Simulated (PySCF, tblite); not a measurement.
# C₂₀H₁₁F₅O₄S: electronic excitations, NMR shifts

Wanted: electronic excitations, NMR shifts for C₂₀H₁₁F₅O₄S (`O=C(c1ccccc1)[C@@H](OS(=O)(=O)c1c(F)c(F)c(F)c(F)c1F)c1ccccc1`).

Programs: tblite 0.8.0 and PySCF 2.14.0, with routines of our own; each step states its level. All values are computed. Atoms count from 0.

## 1. The system as given

41 atoms, charge 0, multiplicity 1; geometry from: force field, distance geometry or constructed start.

## 2. Optimising the geometry with GFN2-xTB

The job: settings as JSON, then the geometry in Å.

```
{"job": {"kind": "relax", "xc": "GFN2-xTB", "basis": "xTB"}, "charge": 0, "multiplicity": 1}
O      0.659000    -1.081700     0.344100
C     -0.313900    -0.317800     0.474600
C     -1.593900    -0.880500     0.998500
C     -1.747500    -2.268900     1.020200
C     -2.927500    -2.853900     1.500400
C     -3.970200    -2.044300     1.943900
C     -3.827200    -0.655600     1.925800
C     -2.643700    -0.070300     1.460400
C     -0.206000     1.175200     0.124100
O      1.121200     1.564900    -0.171800
S      2.227900     1.538700     1.015100
O      3.055500     2.718100     0.874700
O      1.523400     1.283300     2.264300
C      3.274000     0.180300     0.670000
C      3.826600    -0.541600     1.715300
F      3.651600    -0.180600     2.997500
C      4.607400    -1.664200     1.439100
F      5.149800    -2.369500     2.442200
C      4.828600    -2.053100     0.126600
F      5.585700    -3.130200    -0.137300
C      4.277300    -1.314300    -0.914300
F      4.502600    -1.681000    -2.186100
C      3.505100    -0.193300    -0.637100
F      2.991800     0.498600    -1.668300
C     -1.027900     1.520500    -1.106700
C     -1.951400     2.579500    -1.076200
C     -2.699100     2.899700    -2.210300
C     -2.540500     2.166000    -3.383000
C     -1.619300     1.121200    -3.435400
C     -0.862900     0.801500    -2.301400
H     -0.940000    -2.920400     0.678500
H     -3.033400    -3.933700     1.513600
H     -4.887100    -2.494000     2.312300
H     -4.637900    -0.029900     2.290100
H     -2.579500     1.011100     1.474400
H     -0.553900     1.774700     0.974200
H     -2.077900     3.177200    -0.182600
H     -3.407200     3.724200    -2.180400
H     -3.123600     2.412300    -4.265700
H     -1.489100     0.562500    -4.353100
H     -0.136700    -0.009200    -2.367100
```

On the command line:

```console
$ OMP_NUM_THREADS=2 python large_run.py task.json out
```

One launch serves the whole session: the jobs run in the order shown.

Output:

```text
step      E/eV     max force
  0   -2490.81371    2.601
  1   -2490.97276    2.015
  2   -2491.02785    0.719
  3   -2491.05438    0.426
  4   -2491.07580    0.374
  5   -2491.09085    0.248
  6   -2491.09953    0.256
  7   -2491.11018    0.305
  8   -2491.11806    0.336
  9   -2491.12377    0.170
 10   -2491.12753    0.132
 11   -2491.13113    0.170
 12   -2491.13573    0.195
 13   -2491.14019    0.152
 14   -2491.14404    0.116
 15   -2491.14706    0.103
 16   -2491.14970    0.103
 17   -2491.15239    0.125
 18   -2491.15524    0.141
 19   -2491.15800    0.147
 20   -2491.16042    0.125
 21   -2491.16254    0.088
 22   -2491.16445    0.091
 23   -2491.16618    0.090
 24   -2491.16765    0.078
 25   -2491.16896    0.077
 26   -2491.17021    0.073
 27   -2491.17144    0.082
 28   -2491.17254    0.071
 29   -2491.17346    0.056
 30   -2491.17425    0.049
 31   -2491.17493    0.047
 32   -2491.17555    0.054
 33   -2491.17613    0.042
 34   -2491.17668    0.042
 35   -2491.17722    0.043
 36   -2491.17778    0.053
 37   -2491.17844    0.057
 38   -2491.17921    0.057
 39   -2491.18002    0.058
 40   -2491.18075    0.057
 41   -2491.18140    0.064
 42   -2491.18210    0.066
 43   -2491.18291    0.071
 44   -2491.18381    0.069
 45   -2491.18470    0.068
 46   -2491.18551    0.064
 47   -2491.18620    0.063
 48   -2491.18678    0.049
 49   -2491.18728    0.037
 50   -2491.18778    0.037
 51   -2491.18827    0.040
 52   -2491.18868    0.046
 53   -2491.18898    0.030
 54   -2491.18921    0.029
 55   -2491.18946    0.032
 56   -2491.18977    0.039
 57   -2491.19009    0.038
 58   -2491.19039    0.042
 59   -2491.19066    0.033
 60   -2491.19092    0.035
 61   -2491.19121    0.033
 62   -2491.19153    0.033
 63   -2491.19189    0.043
 64   -2491.19227    0.038
 65   -2491.19266    0.044
 66   -2491.19307    0.038
 67   -2491.19351    0.039
 68   -2491.19395    0.048
 69   -2491.19438    0.041
 70   -2491.19478    0.034
 71   -2491.19514    0.028
 72   -2491.19545    0.035
 73   -2491.19575    0.034
 74   -2491.19607    0.031
 75   -2491.19643    0.038
 76   -2491.19686    0.036
 77   -2491.19728    0.039
 78   -2491.19768    0.034
 79   -2491.19803    0.030
 80   -2491.19840    0.034
 81   -2491.19886    0.046
 82   -2491.19941    0.056
 83   -2491.20001    0.046
 84   -2491.20058    0.038
 85   -2491.20107    0.040
 86   -2491.20147    0.034
 87   -2491.20181    0.030
 88   -2491.20214    0.035
 89   -2491.20249    0.043
 90   -2491.20284    0.039
 91   -2491.20315    0.030
 92   -2491.20338    0.029
 93   -2491.20356    0.022
 94   -2491.20373    0.021
 95   -2491.20389    0.025
 96   -2491.20407    0.026
 97   -2491.20426    0.022
 98   -2491.20446    0.024
 99   -2491.20466    0.024
100   -2491.20483    0.029
101   -2491.20498    0.027
102   -2491.20511    0.020
103   -2491.20523    0.018
```

It took 3.3 s on 2 threads of Arm Neoverse V1, shared host; peak memory 0.19 GiB.

The steps of the relaxation:

```csv
step,energy from step 0 (eV),largest force (eV/Å)
0,0.0000,2.6001
1,-0.1591,2.0150
2,-0.2141,0.7183
3,-0.2407,0.4259
4,-0.2621,0.3739
5,-0.2771,0.2472
6,-0.2858,0.2562
7,-0.2965,0.3049
8,-0.3043,0.3363
16,-0.3360,0.1034
24,-0.3539,0.0780
32,-0.3618,0.0536
41,-0.3677,0.0642
49,-0.3736,0.0366
57,-0.3764,0.0378
65,-0.3790,0.0435
74,-0.3824,0.0314
82,-0.3857,0.0556
90,-0.3891,0.0392
99,-0.3909,0.0238
100,-0.3911,0.0293
101,-0.3913,0.0266
102,-0.3914,0.0208
103,-0.3915,0.0181
```

Close pairs (by a distance rule), those that changed most:

| bond | before (Å) | after (Å) | change (Å) |
| --- | --- | --- | --- |
| S10–C13 | 1.749 | 1.817 | +0.068 |
| O9–S10 | 1.623 | 1.588 | -0.035 |
| S10–O12 | 1.457 | 1.423 | -0.034 |
| O0–C1 | 1.244 | 1.215 | -0.029 |
| S10–O11 | 1.448 | 1.421 | -0.027 |
| C1–C2 | 1.493 | 1.471 | -0.022 |
| C3–C4 | 1.402 | 1.381 | -0.021 |
| C6–C7 | 1.400 | 1.382 | -0.018 |

The end geometry stands in the next job.

## 3. Electronic excitations: TDA CAM-B3LYP/def2-SVP

The job: settings as JSON, then the geometry in Å.

```
{"job": {"kind": "uv", "basis": "def2-SVP", "grid": 1, "kgrid": 0, "vcut": 1.5, "nstates": 6, "ntriplets": 2, "tda": true, "delta": [], "pop": true, "xc": "CAM-B3LYP"}, "charge": 0, "multiplicity": 1}
O      0.826767    -0.791769     0.549748
C     -0.198030    -0.142861     0.610826
C     -1.486097    -0.732482     1.006397
C     -1.548594    -2.124862     1.115530
C     -2.724464    -2.751560     1.476712
C     -3.856807    -1.995369     1.736058
C     -3.804007    -0.613092     1.639292
C     -2.630360     0.019727     1.276312
C     -0.178969     1.331604     0.215722
O      1.152641     1.717951    -0.096464
S      2.226945     1.605442     1.067349
O      3.152685     2.671367     0.909413
O      1.541340     1.447576     2.304357
C      3.177209     0.111587     0.660563
C      3.665855    -0.708816     1.660995
F      3.437754    -0.428282     2.938126
C      4.416038    -1.843491     1.349998
F      4.877261    -2.634255     2.318651
C      4.683052    -2.148335     0.018710
F      5.387931    -3.235098    -0.290306
C      4.217075    -1.309806    -0.991434
F      4.480820    -1.596918    -2.266853
C      3.475307    -0.178828    -0.658909
F      3.038657     0.609884    -1.636449
C     -1.036467     1.565714    -1.005095
C     -2.014952     2.550228    -1.016308
C     -2.799150     2.735319    -2.141781
C     -2.602294     1.947328    -3.262937
C     -1.612215     0.979102    -3.262625
C     -0.830971     0.787259    -2.137169
H     -0.656625    -2.695780     0.906194
H     -2.762040    -3.827630     1.557175
H     -4.778463    -2.481292     2.019669
H     -4.684518    -0.025649     1.852031
H     -2.607694     1.094464     1.214357
H     -0.515433     1.929955     1.070934
H     -2.161363     3.177239    -0.148546
H     -3.562149     3.499347    -2.143996
H     -3.214482     2.094661    -4.139663
H     -1.448821     0.371953    -4.140183
H     -0.052445     0.039962    -2.133487
```

Method: TDA CAM-B3LYP/def2-SVP, vertical, gas phase, core orbitals frozen in the response, virtual orbitals cut by energy.

Output:

```text
start: PBE on a coarse grid of 37610 points
cycle   1  E = -1962.7127578598  dE =  5.990e+00  |g| = 1.831e+00  |ddm| = 9.428e+00
cycle   2  E = -1959.1774865730  dE =  3.535e+00  |g| = 4.519e+00  |ddm| = 9.259e+00
cycle   3  E = -1963.2254542382  dE = -4.048e+00  |g| = 7.642e-01  |ddm| = 7.268e+00
cycle   4  E = -1963.3343251652  dE = -1.089e-01  |g| = 3.689e-01  |ddm| = 1.411e+00
cycle   5  E = -1963.3547277587  dE = -2.040e-02  |g| = 1.928e-01  |ddm| = 6.462e-01
cycle   6  E = -1963.3627379594  dE = -8.010e-03  |g| = 6.910e-02  |ddm| = 3.064e-01
cycle   7  E = -1963.3636792638  dE = -9.413e-04  |g| = 2.358e-02  |ddm| = 1.026e-01
cycle   8  E = -1963.3637915476  dE = -1.123e-04  |g| = 8.325e-03  |ddm| = 3.978e-02
final grid: 167382 points
cycle   9  E = -1964.9700588611  dE = -1.877e-02  |g| = 1.832e-01  |ddm| = 1.009e+00
cycle  10  E = -1964.9650652323  dE =  4.994e-03  |g| = 2.514e-01  |ddm| = 5.506e-01
cycle  11  E = -1964.9762062734  dE = -1.114e-02  |g| = 1.725e-02  |ddm| = 3.112e-01
cycle  12  E = -1964.9762491076  dE = -4.283e-05  |g| = 1.095e-02  |ddm| = 3.098e-02
cycle  13  E = -1964.9762725781  dE = -2.347e-05  |g| = 2.900e-03  |ddm| = 1.730e-02
cycle  14  E = -1964.9762778989  dE = -5.321e-06  |g| = 8.312e-04  |ddm| = 4.323e-03
cycle  15  E = -1964.9762775253  dE =  3.736e-07  |g| = 2.807e-04  |ddm| = 1.598e-03
cycle  16  E = -1964.9762809557  dE = -3.430e-06  |g| = 1.435e-04  |ddm| = 7.350e-04
cycle  17  E = -1964.9762781556  dE =  2.800e-06  |g| = 3.694e-05  |ddm| = 4.982e-04
converged SCF energy = -1964.9762781556

Static polarisability (au): isotropic 221.664, principal 186.555 205.964 272.472

Singlet excitations
state   eV       nm        f      main configurations
  1   4.1072    301.9   0.00320   H-6->L 0.35, H->L 0.26, H-1->L 0.20
  2   5.0718    244.5   0.01212   H-4->L 0.41, H-3->L 0.17, H-5->L 0.09
  3   5.2974    234.0   0.09876   H-2->L 0.36, H->L 0.12, H-1->L+1 0.10
  4   5.3302    232.6   0.09254   H->L+1 0.21, H-2->L 0.14, H-1->L+1 0.12
  5   5.5686    222.6   0.14581   H-4->L 0.19, H-3->L+2 0.11, H-5->L 0.11
  6   5.7768    214.6   0.05548   H-1->L 0.30, H->L 0.22, H-3->L 0.17

Triplet excitations (Tamm-Dancoff, eV): 3.5806 3.7066
```

Run time: 1.7 min. Hardware: 2 threads of Arm Neoverse V1, shared host; peak memory 1.4 GiB.

Frontier orbitals and where they lie:

| orbital | eV | atoms |
| --- | --- | --- |
| HOMO−4 | -9.17 | C6 25 %, C3 24 %, C7 7 % |
| HOMO−3 | -9.03 | C25 22 %, C28 22 %, C29 17 % |
| HOMO−2 | -8.93 | C13 12 %, C18 10 %, C24 9 % |
| HOMO−1 | -8.80 | C14 15 %, C20 15 %, C27 7 % |
| HOMO | -8.70 | C16 16 %, C22 16 %, O0 8 % |
| LUMO | -1.14 | C1 25 %, O0 17 %, C5 15 % |
| LUMO+1 | -0.05 | C18 23 %, C13 22 %, C22 10 % |
| LUMO+2 | 0.19 | C27 17 %, C24 16 %, C29 14 % |
| LUMO+3 | 0.50 | C14 19 %, C20 18 %, C22 16 % |

With each of the 6 states as a Gaussian band of 0.4 eV half-width at 1/e, the curve within the window shown has maxima at 227 nm (ε 14,000) L/(mol cm). Beyond the last state computed it falls off for lack of states. The curve at chosen wavelengths:

```tsv
nm	ε (L/mol/cm)
204	2661
210	5857
216	9676
222	12667
228	13633
234	12347
240	9567
246	6436
252	3816
258	2029
264	989
270	463
276	231
281	155
287	129
293	129
299	132
305	129
311	119
317	102
323	82
329	63
335	46
341	32
347	22
353	14
```

Ground-state properties from the same run:

| property | computed |
| --- | --- |
| dipole moment (D) | 7.19 |
| polarisability (Å³) | 32.85 |
| HOMO–LUMO gap (eV) | 7.57 |
| −ε(HOMO) (eV) | 8.70 |

[end of part 1 of 2]
